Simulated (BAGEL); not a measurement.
**doublet CH3Br+: levels of theory compared**

We compute a comparison of 6 runs (UHF/STO-3G, UHF/3-21G, ROHF/6-31G*, UHF/6-31G*, ROHF/cc-pVTZ, UHF/cc-pVTZ) of doublet CH3Br+. 

The results are computed with BAGEL 1.2.2.

8 further runs of the same task are left out: 4 that didn't finish, 4 set aside as unsound or not needed.

## Step 1: The structure to begin with

CH3Br+ has 5 atoms, charge +1, and is taken as a doublet. As SMILES of the parent species, `CBr`. The coordinates come from a PBE0-D4/def2-TZVP relaxation. That shape belongs to the parent species and isn't relaxed for this state.

Bond lengths: C1–Br2 1.933 Å, C1–H3 1.086 Å, C1–H4 1.086 Å, C1–H5 1.086 Å. Angles: Br2–C1–H3 108.0°, Br2–C1–H4 108.0°, Br2–C1–H5 108.0°, H3–C1–H4 110.9°, H3–C1–H5 110.9°, H4–C1–H5 110.9°.

## Step 2: The energy at UHF/STO-3G (density fitting with qzvpp-jkfit) (run 1)

Input file calc.json:

```json
{ "bagel": [

{
  "title": "molecule",
  "basis": "sto-3g",
  "df_basis": "qzvpp-jkfit",
  "angstrom": true,
  "geometry": [
    { "atom": "C", "xyz": [      -0.106300,       0.123600,       0.088400 ] },
    { "atom": "Br", "xyz": [       1.001100,      -1.164400,      -0.833200 ] },
    { "atom": "H", "xyz": [       0.516500,       0.973700,       0.351300 ] },
    { "atom": "H", "xyz": [      -0.506300,      -0.354100,       0.978000 ] },
    { "atom": "H", "xyz": [      -0.905000,       0.421200,      -0.584500 ] }
  ]
},

{ "title": "uhf", "charge": 1, "nopen": 1 },

{ "title": "print", "file": "orbitals.molden", "orbitals": true }

]}
```

On the command line:

```bash
BAGEL_NUM_THREADS=1 BAGEL calc.json > calc.out
```

Output:

```text
* using 1 threads per process

  ===============================================================
  ===============================================================

  *** Geometry ***

  { "atom" : "C", "xyz" : [     -0.200878,      0.233570,      0.167052 ] },
  { "atom" : "Br", "xyz" : [      1.891805,     -2.200397,     -1.574520 ] },
  { "atom" : "H", "xyz" : [      0.976044,      1.840026,      0.663861 ] },
  { "atom" : "H", "xyz" : [     -0.956768,     -0.669152,      1.848152 ] },
  { "atom" : "H", "xyz" : [     -1.710202,      0.795953,     -1.104545 ] },

  Number of auxiliary basis functions:      395

  Since a DF basis is specified, we compute 2- and 3-index integrals:
    o Being stored without compression. Storage requirement is 0.002 GB

  Number of basis functions:       26
  Number of electrons      :       44

    * METHOD: MOLECULE                             0.10

  *** Open-shell HF ***

  === Nuclear Repulsion ===
    89.4597432138

      * DIIS with orbital gradients will be used.

  === UHF iteration (sto-3g) ===
      0      -2583.46720843          0.02767732           0.02
      1      -2583.51869874          0.01076409           0.02
      2      -2583.52692572          0.00355762           0.02
      3      -2583.52821010          0.00146685           0.02
      4      -2583.52865345          0.00012568           0.02
      5      -2583.52866619          0.00003368           0.02
      6      -2583.52867078          0.00000602           0.02
      7      -2583.52867223          0.00000155           0.02
      8      -2583.52867289          0.00000074           0.02
      9      -2583.52867317          0.00000029           0.02
     10      -2583.52867319          0.00000012           0.02
     11      -2583.52867319          0.00000002           0.02
     12      -2583.52867319          0.00000001           0.02
    * SCF iteration converged.

    * S^2 (UHF) is 0.7540

    * Permanent dipole moment:
           (    0.474288,    -0.560850,    -0.412414) a.u.

    * METHOD: UHF                                  0.38

    * METHOD: PRINT                                0.00

  ===============================================================
```

It took 0.6 s on 1 thread of Arm Neoverse V1, shared host.

## Step 3: The energy at UHF/3-21G (density fitting with qzvpp-jkfit) (run 2)

Input file job.json:

```json
{ "bagel": [

{
  "title": "molecule",
  "basis": "3-21g",
  "df_basis": "qzvpp-jkfit",
  "angstrom": true,
  "geometry": [
    { "atom": "C", "xyz": [      -0.106300,       0.123600,       0.088400 ] },
    { "atom": "Br", "xyz": [       1.001100,      -1.164400,      -0.833200 ] },
    { "atom": "H", "xyz": [       0.516500,       0.973700,       0.351300 ] },
    { "atom": "H", "xyz": [      -0.506300,      -0.354100,       0.978000 ] },
    { "atom": "H", "xyz": [      -0.905000,       0.421200,      -0.584500 ] }
  ]
},

{
  "title": "uhf",
  "charge": 1,
  "nopen": 1
},

{
  "title": "print",
  "file": "orbitals.molden",
  "orbitals": true
}

]}
```

On the command line:

```bash
BAGEL_NUM_THREADS=1 BAGEL job.json > job.out
```

Output:

```text
* using 1 threads per process

  ===============================================================
  ===============================================================

  *** Geometry ***

  { "atom" : "C", "xyz" : [     -0.200878,      0.233570,      0.167052 ] },
  { "atom" : "Br", "xyz" : [      1.891805,     -2.200397,     -1.574520 ] },
  { "atom" : "H", "xyz" : [      0.976044,      1.840026,      0.663861 ] },
  { "atom" : "H", "xyz" : [     -0.956768,     -0.669152,      1.848152 ] },
  { "atom" : "H", "xyz" : [     -1.710202,      0.795953,     -1.104545 ] },

  Number of auxiliary basis functions:      395

  Since a DF basis is specified, we compute 2- and 3-index integrals:
    o Being stored without compression. Storage requirement is 0.004 GB

  Number of basis functions:       37
  Number of electrons      :       44

    * METHOD: MOLECULE                             0.10

  *** Open-shell HF ***

  === Nuclear Repulsion ===
    89.4597432138

      * DIIS with orbital gradients will be used.

  === UHF iteration (3-21g) ===
      0      -2599.03954868          0.02291157           0.03
      1      -2599.07982773          0.00920122           0.03
      2      -2599.08576366          0.00386584           0.03
      3      -2599.08734114          0.00207910           0.03
      4      -2599.08801182          0.00046132           0.03
      5      -2599.08804331          0.00007083           0.03
      6      -2599.08804893          0.00001151           0.03
      7      -2599.08805123          0.00000361           0.03
      8      -2599.08805244          0.00000204           0.03
      9      -2599.08805318          0.00000067           0.03
     10      -2599.08805326          0.00000032           0.03
     11      -2599.08805327          0.00000021           0.03
     12      -2599.08805327          0.00000009           0.03
     13      -2599.08805327          0.00000001           0.03
     14      -2599.08805327          0.00000000           0.03
    * SCF iteration converged.

    * S^2 (UHF) is 0.7543

    * Permanent dipole moment:
           (    0.520817,    -0.619543,    -0.459473) a.u.

    * METHOD: UHF                                  0.61

    * METHOD: PRINT                                0.00

  ===============================================================
```

Run time: 0.85 s. Hardware: 1 thread of Arm Neoverse V1, shared host.

Runs 3 to 4 aren't shown in full; the table further down has their settings and results.

## Step 4: A single-point energy at ROHF/cc-pVTZ (density fitting with qzvpp-jkfit) (run 5)

Input file input.json:

```json
{ "bagel": [

{
  "title": "molecule",
  "basis": "cc-pvtz.json",
  "df_basis": "qzvpp-jkfit",
  "angstrom": "true",
  "geometry": [
    { "atom": "C", "xyz": [   -0.106300,    0.123600,    0.088400 ] },
    { "atom": "Br", "xyz": [    1.001100,   -1.164400,   -0.833200 ] },
    { "atom": "H", "xyz": [    0.516500,    0.973700,    0.351300 ] },
    { "atom": "H", "xyz": [   -0.506300,   -0.354100,    0.978000 ] },
    { "atom": "H", "xyz": [   -0.905000,    0.421200,   -0.584500 ] }
  ]
},
{ "title": "rohf", "charge": 1, "nopen": 1 },
{ "title": "print", "file": "orbitals.molden", "orbitals": "true" }

]}
```

The basis set cc-pVTZ is read from a file made from the Basis Set Exchange's data (not shown).

On the command line:

```bash
BAGEL_NUM_THREADS=1 BAGEL input.json > input.out
```

Output:

```text
* using 1 threads per process

  ===============================================================
  ===============================================================

  *** Geometry ***

  { "atom" : "C", "xyz" : [     -0.200878,      0.233570,      0.167052 ] },
  { "atom" : "Br", "xyz" : [      1.891805,     -2.200397,     -1.574520 ] },
  { "atom" : "H", "xyz" : [      0.976044,      1.840026,      0.663861 ] },
  { "atom" : "H", "xyz" : [     -0.956768,     -0.669152,      1.848152 ] },
  { "atom" : "H", "xyz" : [     -1.710202,      0.795953,     -1.104545 ] },

  Number of auxiliary basis functions:      395

  Since a DF basis is specified, we compute 2- and 3-index integrals:
    o Being stored without compression. Storage requirement is 0.042 GB

  Number of basis functions:      115
  Number of electrons      :       44

    * METHOD: MOLECULE                             0.24

  *** Open-shell HF ***

  === Nuclear Repulsion ===
    89.4597432138

      * DIIS with orbital gradients will be used.

  === ROHF iteration (cc-pvtz.json) ===
      0      -2611.65003928          0.02402631           0.14
      1      -2611.71702052          0.00904060           0.14
      2      -2611.72923082          0.00516911           0.14
      3      -2611.73285444          0.00164876           0.14
      4      -2611.73403760          0.00041548           0.14
      5      -2611.73416250          0.00015223           0.14
      6      -2611.73417784          0.00002222           0.14
      7      -2611.73418215          0.00000648           0.14
      8      -2611.73418237          0.00000217           0.14
      9      -2611.73418232          0.00000064           0.14
[... 21 lines of this table left out ...]
     31      -2611.73418229          0.00000001           0.14
     32      -2611.73418229          0.00000001           0.14
     33      -2611.73418229          0.00000001           0.14
     34      -2611.73418229          0.00000001           0.14
    * SCF iteration converged.

    * S^2 (ROHF) is 0.7500

    * Permanent dipole moment:
           (    0.515950,    -0.608109,    -0.443873) a.u.

    * METHOD: ROHF                                 5.19

    * METHOD: PRINT                                0.03

  ===============================================================
```

It took 5.7 s on 1 thread of Arm Neoverse V1, shared host; peak memory 0.13 GiB.

## Step 5: The energy at UHF/cc-pVTZ (density fitting with qzvpp-jkfit) (run 6)

Input file hf.json:

```json
{ "bagel": [

{
  "title": "molecule",
  "basis": "cc-pvtz.json",
  "df_basis": "qzvpp-jkfit",
  "angstrom": true,
  "geometry": [
    { "atom": "C", "xyz": [      -0.106300,       0.123600,       0.088400 ] },
    { "atom": "Br", "xyz": [       1.001100,      -1.164400,      -0.833200 ] },
    { "atom": "H", "xyz": [       0.516500,       0.973700,       0.351300 ] },
    { "atom": "H", "xyz": [      -0.506300,      -0.354100,       0.978000 ] },
    { "atom": "H", "xyz": [      -0.905000,       0.421200,      -0.584500 ] }
  ]
},

{
  "title": "uhf",
  "charge": 1,
  "nopen": 1
},

{
  "title": "print",
  "file": "orbitals.molden",
  "orbitals": true
}

]}
```

The basis set cc-pVTZ is read from a file made from the Basis Set Exchange's data (not shown).

On the command line:

```bash
BAGEL_NUM_THREADS=1 BAGEL hf.json > hf.out
```

Output:

```text
* using 1 threads per process

  ===============================================================
  ===============================================================

  *** Geometry ***

  { "atom" : "C", "xyz" : [     -0.200878,      0.233570,      0.167052 ] },
  { "atom" : "Br", "xyz" : [      1.891805,     -2.200397,     -1.574520 ] },
  { "atom" : "H", "xyz" : [      0.976044,      1.840026,      0.663861 ] },
  { "atom" : "H", "xyz" : [     -0.956768,     -0.669152,      1.848152 ] },
  { "atom" : "H", "xyz" : [     -1.710202,      0.795953,     -1.104545 ] },

  Number of auxiliary basis functions:      395

  Since a DF basis is specified, we compute 2- and 3-index integrals:
    o Being stored without compression. Storage requirement is 0.042 GB

  Number of basis functions:      115
  Number of electrons      :       44

    * METHOD: MOLECULE                             0.24

  *** Open-shell HF ***

  === Nuclear Repulsion ===
    89.4597432138

      * DIIS with orbital gradients will be used.

  === UHF iteration (cc-pvtz.json) ===
      0      -2611.65003928          0.02402631           0.14
      1      -2611.72180607          0.00897067           0.14
      2      -2611.73444057          0.00503838           0.13
      3      -2611.73791146          0.00162990           0.14
      4      -2611.73930156          0.00043874           0.14
      5      -2611.73942006          0.00017329           0.14
      6      -2611.73944429          0.00002408           0.14
      7      -2611.73944563          0.00000632           0.14
      8      -2611.73944608          0.00000261           0.13
      9      -2611.73944630          0.00000120           0.14
     10      -2611.73944640          0.00000058           0.13
     11      -2611.73944646          0.00000033           0.13
     12      -2611.73944649          0.00000012           0.13
     13      -2611.73944649          0.00000006           0.13
     14      -2611.73944649          0.00000003           0.13
     15      -2611.73944649          0.00000002           0.13
     16      -2611.73944649          0.00000001           0.14
    * SCF iteration converged.

    * S^2 (UHF) is 0.7610

    * Permanent dipole moment:
           (    0.514761,    -0.606660,    -0.442749) a.u.

    * METHOD: UHF                                  2.54

    * METHOD: PRINT                                0.03

  ===============================================================
```

Run time: 3 s. Hardware: 1 thread of Arm Neoverse V1, shared host; peak memory 0.13 GiB.

## Step 6: All runs side by side

```tsv
run	level	energy (Eh)	⟨S²⟩	wall time
1	UHF/STO-3G (density fitting with qzvpp-jkfit)	-2583.528673	0.754	0.6 s
2	UHF/3-21G (density fitting with qzvpp-jkfit)	-2599.088053	0.754	0.85 s
3	ROHF/6-31G* (density fitting with qzvpp-jkfit, spherical functions)	-2611.353792	0.750	1.2 s
4	UHF/6-31G* (density fitting with qzvpp-jkfit, spherical functions)	-2611.357962	0.758	1.4 s
5	ROHF/cc-pVTZ (density fitting with qzvpp-jkfit)	-2611.734182	0.750	5.7 s
6	UHF/cc-pVTZ (density fitting with qzvpp-jkfit)	-2611.739446	0.761	3 s
```

## Step 7: Summary of results

```
           quantity           value
run 6: total energy  -2611.73945 Eh
        run 6: ⟨S²⟩           0.761
```

In run 1 the basis is minimal, so the values are rough. All runs together took 13 s, the longest 5.7 s.
